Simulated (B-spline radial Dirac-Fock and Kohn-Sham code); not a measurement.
# W²⁶⁺: core levels and X-ray properties

Wanted for W²⁶⁺: its X-ray form factor and Compton profile and the binding energy of each subshell.

The numbers are computed with B-spline radial Dirac-Fock and Kohn-Sham code (version 2): a free atom or ion on a radial basis; each step names its model.

**1. What is computed**

The W²⁶⁺ ion, configuration 1s2 2s2 2p6 3s2 3p6 3d10 4s2 4p6 4d10 4f2.

| Property | Result |
| --- | --- |
| nuclear charge | 74 |
| electrons | 48 |
| mass number | 184 |
| nuclear rms radius | 5.3658 fm |

Outer shells as boxes (Hund's rule, for the drawing alone; heavy ions are jj-coupled, and the calculation averages over the configuration):

```
[Kr] core
4d [↑↓][↑↓][↑↓][↑↓][↑↓]
4f [↑ ][↑ ][  ][  ][  ][  ][  ]
```

**2. Scattering by the electron cloud**

Model: Dirac-Fock average of configuration, finite nucleus; form factor of the spherical density, Waller-Hartree incoherent function, impulse-approximation Compton profiles.

Settings, as recorded:

```ini
task = scatter
Z = 74
charge = 26
configuration = 1s2 2s2 2p6 3s2 3p6 3d10 4s2 4p6 4d10 4f2
mass_number = 184
rms_radius = 5.3658  # fm
s = [0.0, 0.05, 0.06, 0.08, 0.1, 0.12, 0.16, 0.2, 0.26, 0.33, 0.42, 0.53, 0.68, 0.86, 1.1, 1.4, 1.78, 2.27, 2.89, 3.68, 4.69, 5.98, 7.61]  # 1/A
pz = [0, 0.1, 0.14, 0.21, 0.3, 0.43, 0.62, 0.89, 1.3, 1.9, 2.7, 3.9, 5.6, 8.0, 12.0, 17.0, 24.0, 35.0, 50.0, 72.0, 100.0]  # a.u.
photon_energy = [8047.8, 10000, 17479.3, 50000, 100000, 200000, 500000, 1000000]  # eV
```

The program writes no log. Results of the run, from its result record (rounded, main fields):

```text
{
  "status": "converged",
  "form_factor [e]": [48.0, 47.9, 47.856, 47.745, 47.603, 47.43, 46.994, 46.443, 45.416, 43.948, 41.714, 38.621, 34.149, 29.021, 23.434, 18.806, 15.47, 12.548, 9.314, 6.5002, 4.9058, 3.8939, 2.8107],
  "incoherent": [-2.4248e-12, 0.079355, 0.11414, 0.20231, 0.3149, 0.45135, 0.79303, 1.2207, 2.0059, 3.1024, 4.7166, 6.8585, 9.824, 13.188, 17.216, 21.601, 26.128, 30.359, 34.029, 37.302, 40.216, 42.699, 44.591],
  "compton_total [1/a.u.]": [2.7634, 2.7629, 2.7625, 2.7615, 2.7595, 2.7553, 2.7466, 2.7286, 2.6885, 2.6009, 2.4291, 2.0702, 1.5033, 0.94493, 0.5402, 0.29711, 0.13985, 0.053077, 0.019473, 0.0065815, 0.0022472],
  "shells": ["1s1/2", "2s1/2", "2p1/2", "2p3/2", "3s1/2", "3p1/2", "3p3/2", "3d3/2", "3d5/2", "4s1/2", "4p1/2", "4p3/2", "4d3/2", "4d5/2", "4f5/2", "4f7/2"],
  "occupation": [2.0, 2.0, 2.0, 4.0, 2.0, 2.0, 4.0, 4.0, 6.0, 2.0, 2.0, 4.0, 4.0, 6.0, 0.85714, 1.1429],
  "mean_momentum [a.u.]": [77.03, 27.501, 36.275, 32.102, 13.931, 16.619, 15.391, 18.483, 18.052, 7.6945, 8.6438, 8.1915, 9.157, 8.9978, 9.8092, 9.7395],
  "r2 [bohr^2]": 5.4234,
  "r_inverse [1/bohr]": 514.21,
  "r1 [bohr]": 13.02,
  "coherent [b]": [1129.6, 988.36, 594.12, 153.88, 51.102, 15.084, 2.7411, 0.7138],
  "incoherent_cross_section [b]": [3.2703, 4.4611, 8.5233, 16.597, 18.725, 17.565, 13.427, 10.005],
  "radial_jk": {
    "4f": {"j0": [1.0, 0.99582, 0.99398, 0.98932, 0.98337, 0.97613, 0.95796, 0.93508, 0.89271, 0.83277, 0.74308, 0.62217, 0.45476, 0.27599, 0.10416, -0.0047405, -0.038827, -0.026696, -0.0085735, -0.00068879, 0.00048841, 0.00021639, 4.6786e-05], "j2": [0.0, 0.0016721, 0.0024047, 0.004261, 0.0066297, 0.0094976, 0.016664, 0.025603, 0.041899, 0.064346, 0.096469, 0.13653, 0.18406, 0.21955, 0.22467, 0.18327, 0.11065, 0.043734, 0.0086282, -0.00099979, -0.001179, -0.00036964, -6.6613e-05], "j4": [0.0, 1.0937e-06, 2.2651e-06, 7.1364e-06, 1.7353e-05, 3.5807e-05, 0.00011177, 0.00026854, 0.00074391, 0.0018449, 0.0044985, 0.010202, 0.022889, 0.044422, 0.076638, 0.10661, 0.11451, 0.090473, 0.051197, 0.020363, 0.0055909, 0.0010321, 0.00011195], "j6": [0.0, 4.7026e-10, 1.4024e-09, 7.8546e-09, 2.984e-08, 8.8656e-08, 4.9181e-07, 1.8456e-06, 8.6346e-06, 3.446e-05, 0.00013587, 0.00048932, 0.0017987, 0.005543, 0.015454, 0.034165, 0.057646, 0.071254, 0.062746, 0.039524, 0.018028, 0.0061214, 0.0016291], "r2": 0.22755, "r4": 0.084804, "r6": 0.04717}
  }
}
```

Form factor and incoherent function, every second point:

```
s (1/Å)  f (e)  f / N    S(s)
      0  48.00  1.000       0
 0.0600  47.86  0.997  0.1141
  0.100  47.60  0.992  0.3149
  0.160  46.99  0.979  0.7930
  0.260  45.42  0.946   2.006
  0.420  41.71  0.869   4.717
  0.680  34.15  0.711   9.824
   1.10  23.43  0.488   17.22
   1.78  15.47  0.322   26.13
   2.89  9.314  0.194   34.03
   4.69  4.906  0.102   40.22
   7.61  2.811  0.059   44.59
```

**3. Core and valence levels**

Model: Dirac-Fock average of configuration, Delta-SCF, finite nucleus, first-order Breit with its frequency dependence, self-energy and vacuum polarisation.

Settings, as recorded:

```ini
task = binding
```

The program writes no log. Results of the run, from its result record (rounded, main fields):

```text
{
  "status": "converged",
  "shells": ["K", "L1", "L2", "L3", "M1", "M2", "M3", "M4", "M5", "N1", "N2", "N3", "N4", "N5", "N6,7"],
  "total_energy_parts [Ha]": [-15855.3562, 19.1803577, -2.02814195, -0.334668252, 14.004631, -2.52350744],
  "koopmans [eV]": [70816.4, 13067.4, 12505.9, 11151.6, 3732.62, 3484.19, 3185.06, 2773.33, 2709.21, 1414.99, 1307.97, 1227.5, 1049.22, 1033.08, 828.396],
  "dirac_coulomb [eV]": [70747.5, 13034.2, 12468.2, 11117.0, 3720.94, 3471.59, 3173.7, 2759.65, 2696.02, 1412.79, 1305.73, 1225.56, 1047.18, 1031.16, 826.302],
  "gaunt [eV]": [-252.502, -27.9443, -47.943, -33.0924, -5.21058, -9.05287, -6.02239, -3.89454, -2.67413, -1.37124, -2.31613, -1.50631, -0.855698, -0.546195, 0.047172],
  "retardation [eV]": [18.9851, 2.36875, 5.21982, 5.21154, 0.432778, 0.960879, 0.971026, 0.371281, 0.362508, 0.137838, 0.271922, 0.271492, 0.107192, 0.106467, 0.0102421],
  "breit_frequency [eV]": [4.07373, -0.348662, -0.0323881, 1.79224, -0.0931139, -0.0978462, 0.359567, -0.0414105, -0.0022093, -0.0264184, -0.0315377, 0.0960662, -0.0127665, -0.00180762, -0.00722816],
  "self_energy [eV]": [-148.18, -21.3004, -0.121709, -1.54974, -4.90538, -0.118723, -0.382358, 0.364009, 0.187947, -1.33995, -0.0274908, -0.099782, 0.0913626, 0.0471321, 0.0611552],
  "vacuum_polarisation [eV]": [28.1014, 3.79013, 0.159078, -0.139043, 0.849133, 0.0372682, -0.0390086, -0.0423226, -0.0403461, 0.232568, 0.0104199, -0.0108002, -0.0108481, -0.010329, -0.00730772],
  "binding [eV]": [70398.0, 12990.8, 12425.5, 11089.3, 3712.01, 3463.31, 3168.59, 2756.41, 2693.85, 1410.43, 1303.63, 1224.31, 1046.5, 1030.76, 826.406],
  "mean_radius [bohr]": [0.018346, 0.076924, 0.0637578, 0.0716796, 0.199588, 0.189869, 0.20414, 0.178792, 0.183176, 0.428697, 0.429679, 0.454103, 0.453527, 0.461203, 0.446692]
}
```

total_energy_parts: Dirac-Coulomb, Gaunt, retardation, frequency dependence, self-energy, vacuum polarisation. 

Each level as Koopmans' value plus corrections (eV):

```
     level       -ε  relaxation    Breit      QED  binding
    K (1s)  70816.4      -68.94  -229.44  -120.08  70398.0
   L1 (2s)  13067.4      -33.17   -25.92   -17.51  12990.8
L2 (2p1/2)  12505.9      -37.75   -42.76     0.04  12425.5
L3 (2p3/2)  11151.6      -34.61   -26.09    -1.69  11089.3
   M1 (3s)   3732.6      -11.68    -4.87    -4.06   3712.0
M2 (3p1/2)   3484.2      -12.61    -8.19    -0.08   3463.3
M3 (3p3/2)   3185.1      -11.36    -4.69    -0.42   3168.6
M4 (3d3/2)   2773.3      -13.68    -3.56     0.32   2756.4
M5 (3d5/2)   2709.2      -13.19    -2.31     0.15   2693.8
   N1 (4s)   1415.0       -2.19    -1.26    -1.11   1410.4
N2 (4p1/2)   1308.0       -2.24    -2.08    -0.02   1303.6
N3 (4p3/2)   1227.5       -1.94    -1.14    -0.11   1224.3
N4 (4d3/2)   1049.2       -2.04    -0.76     0.08   1046.5
N5 (4d5/2)   1033.1       -1.92    -0.44     0.04   1030.8
 N6,7 (4f)    828.4       -2.09     0.05     0.05    826.4
```

Line energies follow by subtraction:

```
        line  energy (eV)
 Kβ2' (K-N3)      69173.6
Kβ2'' (K-N2)      69094.3
  Kβ1 (K-M3)      67229.4
  Kβ3 (K-M2)      66934.6
  Kα1 (K-L3)      59308.7
  Kα2 (K-L2)      57972.5
 Lγ3 (L1-N3)      11766.5
 Lγ2 (L1-N2)      11687.1
 Lγ1 (L2-N4)      11379.0
 Lγ5 (L2-N1)      11015.0
 Lβ2 (L3-N5)      10058.5
Lβ15 (L3-N4)      10042.7
 Lβ3 (L1-M3)       9822.2
 Lβ6 (L3-N1)       9678.8
```

**4. Summary of results**

| quantity | value |
| --- | --- |
| rms radius of the electron cloud | 0.336 bohr |
| form factor halves at | 1.1 1/Å |
| Compton profile at zero | 2.763 1/a.u. |
| deepest level listed, K (1s) | 70398.0 eV |
| least bound, N6,7 (4f) | 826.4 eV |
| Kα1 | 59308.7 eV |
| ionisation energy, NIST (semi-empirical) | 833.400 eV |

**Reading.** The form factor starts at the 48 electrons and halves by s = 1.1 1/Å. Incoherent scattering outweighs coherent from 200 keV on, among the energies asked. For K (1s), relaxation takes off 68.9 eV, Breit terms shift it by -229.44 and QED by -120.08 eV. NIST's ionisation energy differs by +6.99 eV from the least binding energy; the calculation averages open shells over their j components and terms. The Hartree-Fock and Dirac-Fock values hold no electron correlation.
